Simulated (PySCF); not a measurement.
**SnO+: from the state search to spectroscopic constants**

One table from this session's results is given with a row withheld; the runs are named, their logs left out.

Computed with PySCF 2.14.0. Level: Sn x2c-SVPall, O x2c-SVPall, spin-free X2C with a Gaussian nucleus.

Set-up of the first run:

The job is set up so:

```json
{"atoms": "Sn, O", "charge": "1", "basis": "Sn x2c-SVPall, O x2c-SVPall", "Hamiltonian": "spin-free X2C with a Gaussian nucleus", "basis functions": "50", "electrons treated": "57", "masses in u": "119.9022, 15.9949", "levels": "PBE0, PBE, r²SCAN, PBEsol, BLYP, M06-2X, HSE06, HF, MP2, SCS-MP2, CCSD, CCSD(T)", "grid": "80 radial by 434 angular points", "occupations": "held fixed by the projection of orbital angular momentum", "dissociation limit": "Sn+ + O, each in its ground configuration", "starting distance in angstrom": "2.050", "values of 2S to try": "1, 3"}
```

Among the steps run: Set-up; The PBE0 curve of the state that the search chose; Higher solutions at PBE0; PBE (GGA); r²SCAN (meta-GGA); PBEsol (GGA); BLYP (GGA); M06-2X (hybrid meta-GGA); HSE06; UHF; Correlated methods on the Hartree–Fock reference.

One of the session's tables, all rows but one given; the rest of the session is left out.

It belongs to the step «The curves together». Energy (eV) from each level's lowest point:

| R (Å) | UHF | UHF-MP2 | UHF-SCS-MP2 | UHF-CCSD | UHF-CCSD(T) |
| --- | --- | --- | --- | --- | --- |
| 1.726 | 1.188 | 1.326 | 1.339 | n/a | n/a |
| 1.806 | 0.482 | 0.581 | 0.590 | 0.597 | 0.633 |
| 1.887 | ? | ? | ? | ? | ? |
| 1.947 | 0.007 | 0.035 | 0.038 | 0.042 | 0.054 |
| 2.007 | 0.000 | 0.000 | 0.000 | 0.000 | 0.000 |
| 2.067 | 0.071 | 0.046 | 0.043 | 0.036 | 0.024 |
| 2.147 | 0.250 | 0.207 | 0.201 | 0.172 | 0.143 |
| 2.248 | 0.546 | 0.590 | 0.582 | 0.431 | 0.388 |
| 2.368 | 0.837 | 1.411 | 1.398 | 0.802 | 0.765 |
| 2.529 | 0.997 | 2.077 | 2.045 | n/a | n/a |

Q: Estimate the row for R (Å) = 1.887 from the others.

Worked estimate for «UHF». A straight line through the neighbours (1.806, 0.482) and (1.947, 0.007) gives 0.482 + (0.007 − 0.482) × (1.887 − 1.806) / (1.947 − 1.806) = 0.209; a parabola fitted to 4 rows on both sides gives 0.100.

The run gave: UHF: 0.117; UHF-MP2: 0.176; UHF-SCS-MP2: 0.181; UHF-CCSD: 0.187; UHF-CCSD(T): 0.210. In «UHF» the line misses by +0.092 and the parabola by -0.017.

State 2 has its PBE0 minimum 0.43 eV higher. The other levels ran on the lowest alone.
